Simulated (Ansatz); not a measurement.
# C6H9ClO6Si: small, medium and large basis sets

Aim: see how fast density functionals converge with the basis set for C6H9ClO6Si.

Program: Ansatz 0.2.0, Gaussian basis. Level of theory: one geometry, several basis sets. These are calculated values, not measurements.

Plan: PBE0-D4/def2-SVP; ωB97M-V/def2-SVP; PBE0-D4/def2-QZVPP; ωB97M-V/def2-QZVPP; the functionals' def2-TZVPP values are taken from earlier runs.

## Step 1: The relaxed structure

An earlier PBE0-D4 in a triple-zeta def2 set relaxation fixed the geometry.

23 atoms, charge 0, spin multiplicity 1.

Atoms are counted from 1 here; the program's logs count them from 0.

Bond lengths: C1–C2 1.492 Å, C1–H15 1.087 Å, C1–H16 1.092 Å, C1–H17 1.092 Å, C2–O3 1.197 Å, C2–O4 1.355 Å, O4–Si5 1.646 Å, Si5–Cl6 2.013 Å, Si5–O7 1.646 Å, Si5–O11 1.642 Å, O7–C8 1.355 Å, C8–C9 1.492 Å, C8–O10 1.197 Å, C9–H18 1.087 Å, C9–H19 1.092 Å, C9–H20 1.092 Å, O11–C12 1.354 Å, C12–C13 1.490 Å and more. Angles: C2–C1–H15 109.9°, C2–C1–H16 109.6°, C2–C1–H17 109.3°, H15–C1–H16 110.4°, H15–C1–H17 110.3°, H16–C1–H17 107.3°, C1–C2–O3 126.2°, C1–C2–O4 111.5°, O3–C2–O4 122.3°, C2–O4–Si5 124.0°, O4–Si5–Cl6 110.7°, O4–Si5–O7 100.5°, O4–Si5–O11 114.3°, Cl6–Si5–O7 110.8°, Cl6–Si5–O11 106.4°, O7–Si5–O11 114.2°, Si5–O7–C8 124.0°, O7–C8–C9 111.5° and more.

## Step 2: PBE0-D4 in def2-SVP

in.yaml

```yaml
crystal:
  periodic: [false, false, false]
  atoms:
    - {symbol: C, position_ang: [-2.715543, 0.336276, 2.692099]}
    - {symbol: C, position_ang: [-1.904951, 0.967728, 1.610614]}
    - {symbol: O, position_ang: [-2.269191, 1.832744, 0.867569]}
    - {symbol: O, position_ang: [-0.660057, 0.435529, 1.546558]}
    - {symbol: Si, position_ang: [0.464380, 0.855389, 0.420875]}
    - {symbol: Cl, position_ang: [1.256548, 2.657745, 0.842136]}
    - {symbol: O, position_ang: [1.575250, -0.337554, 0.646559]}
    - {symbol: C, position_ang: [2.606965, -0.581853, -0.197928]}
    - {symbol: C, position_ang: [3.401869, -1.767007, 0.236845]}
    - {symbol: O, position_ang: [2.814536, 0.092522, -1.164960]}
    - {symbol: O, position_ang: [-0.117873, 0.953041, -1.110996]}
    - {symbol: C, position_ang: [-0.734789, -0.081677, -1.728802]}
    - {symbol: C, position_ang: [-1.168952, 0.281346, -3.107096]}
    - {symbol: O, position_ang: [-0.888900, -1.141515, -1.189753]}
    - {symbol: H, position_ang: [-3.701642, 0.791485, 2.729270]}
    - {symbol: H, position_ang: [-2.204793, 0.455145, 3.649578]}
    - {symbol: H, position_ang: [-2.799138, -0.735411, 2.500454]}
    - {symbol: H, position_ang: [4.228072, -1.930566, -0.449911]}
    - {symbol: H, position_ang: [2.753187, -2.644821, 0.266258]}
    - {symbol: H, position_ang: [3.774983, -1.606177, 1.250104]}
    - {symbol: H, position_ang: [-1.849381, 1.133721, -3.056664]}
    - {symbol: H, position_ang: [-0.299258, 0.594539, -3.688023]}
    - {symbol: H, position_ang: [-1.656623, -0.567327, -3.579086]}
basis:
  gaussian: {orbitals: def2-SVP}
hamiltonian: {xc: pbe0, dispersion: d4}
output: {orbitals: {seedname: orbitals}}
```

Started as:

```console
ansatz run in.yaml --threads 10 --pin off --events-out ev --progress --plain --max-ram 110592MiB --backend cpu
```

Further steps of the session: ωB97M-V in def2-SVP; PBE0-D4 in def2-QZVPP; ωB97M-V in def2-QZVPP.

**Question.** What will the summary of the whole plan be? Wanted: PBE0-D4: double and triple zeta above quadruple; ωB97M-V: double and triple zeta above quadruple.

The runs gave:

```
                                       quantity           value
PBE0-D4: double and triple zeta above quadruple  30.60, 1.65 eV
ωB97M-V: double and triple zeta above quadruple  31.05, 1.55 eV
```

**Reading.** PBE0-D4 gains 28.96 eV from double to triple zeta, then 1.65 eV more. Total energies overstate the basis error of differences, where much of it tends to cancel.
